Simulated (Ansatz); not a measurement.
## SnSe2, space group P-3m1: a point defect in a supercell, step by step

Program: Ansatz's Python interface.

Typed at the interpreter:
```pycon
>>> import warnings
>>> import ansatz as az
>>> import numpy as np
>>> warnings.simplefilter("ignore", az.DeckWarning)
>>> lattice = az.Lattice.of(
...     [3.811, 0.0, 0.0],
...     [-1.9055, 3.300423, 0.0],
...     [0.0, 0.0, 6.136],
... )
>>> sites = [
...     ("Sn", [0.0, 0.0, 0.0]),
...     ("Se", [1 / 3, 2 / 3, 0.249]),
...     ("Se", [2 / 3, 1 / 3, 0.751]),
... ]
>>> system = az.Crystal(lattice=lattice)
>>> for symbol, position in sites:
...     system = system.atom(symbol, position)
...
>>> host = system.supercell(2, 2, 1)
>>> defective = host.substitution("Ge", at=[0.0, 0.0, 0.0], replaces="Sn")
>>> def settled(structure):
...     return (
...         structure.calculation()
...         .functional("PBE")
...         .kpoints(3, 3, 2)
...         .occupations("fermi_dirac", width=0.02)
...         .band_table()  # levels at the mesh points
...     )
...
>>> perfect = settled(host).run().report
>>> job = (
...     settled(defective)
...     .relax(force_tolerance=0.05, max_steps=25)  # relax until the tolerances are met
... )
>>> out = job.run()
>>> r = out.report
>>> r["kweights"]
[0.05555555555555555, 0.05555555555555555, 0.3333333333333333, 0.3333333333333333, 0.1111111111111111, 0.1111111111111111]
>>> n_host, n_defect = len(perfect["lattice"]["sites"]), len(r["lattice"]["sites"])
>>> print(f"perfect cell: {n_host} atoms, F = {perfect['free_energy_ev']:.4f} eV")
perfect cell: 12 atoms, F = -67853.0867 eV
>>> print(f"defect cell:  {n_defect} atoms, F = {r['free_energy_ev']:.4f} eV")
defect cell:  12 atoms, F = -66123.4278 eV
>>> # chemical potentials are still to be added to this difference
>>> print(f"difference {r['free_energy_ev'] - perfect['free_energy_ev']:.4f} eV (no chemical potentials)")
difference 1729.6590 eV (no chemical potentials)
>>> start = np.array([site.position for site in defective.resolved().sites])
>>> step = np.array([site.position_frac for site in out.lattice.sites]) - start
>>> moved = np.linalg.norm((step - np.round(step)) @ out.lattice.cell_ang, axis=1)
>>> print("relaxation by atom (A):", " ".join(f"{site.symbol}:{d:.3f}" for site, d in zip(out.lattice.sites, moved)))
relaxation by atom (A): Ge:0.000 Se:0.085 Se:0.085 Sn:0.000 Se:0.085 Se:0.083 Sn:0.000 Se:0.083 Se:0.085 Sn:0.000 Se:0.085 Se:0.085
>>> pull = np.linalg.norm(r["forces_ev_ang"], axis=1)
>>> for atom in np.argsort(-pull)[:5]:
...     print(f"force on {out.lattice.sites[atom].symbol}{atom}: {pull[atom]:.3f} eV/A")
...
force on Se2: 0.047 eV/A
force on Se4: 0.047 eV/A
force on Se10: 0.047 eV/A
force on Se8: 0.047 eV/A
force on Se11: 0.047 eV/A
```

Reading the output:
- Total energies depend on the potentials; only differences at equal settings carry meaning. A total without «per atom» is that of the whole cell that was run.
- The relaxation stopped at 0.044 eV/Å, so the energy gained is a lower bound and displacements are uncertain.
- The difference holds no chemical potentials.
- In a crystal with a gap the Fermi level's place inside it depends on smearing and mesh.
- The structure is a deposited one; some such entries were measured under pressure or heat, so a shift against it needn't be the functional's error alone.
- The supercell is small, so the defect meets its images and the energies aren't those of an isolated defect; a partly filled defect level may also lower its energy by spin or distortion. For a charged cell the difference holds no correction, alignment or term for the electrons' reservoir.
- Hardware and time: 90 s on 1 thread of AMD EPYC 7R43 64-Core Processor (Zen 3), on a shared host, peak memory 0.79 GiB.

(A comment or docstring line of the script was reworded after the run, the code is as it ran.)
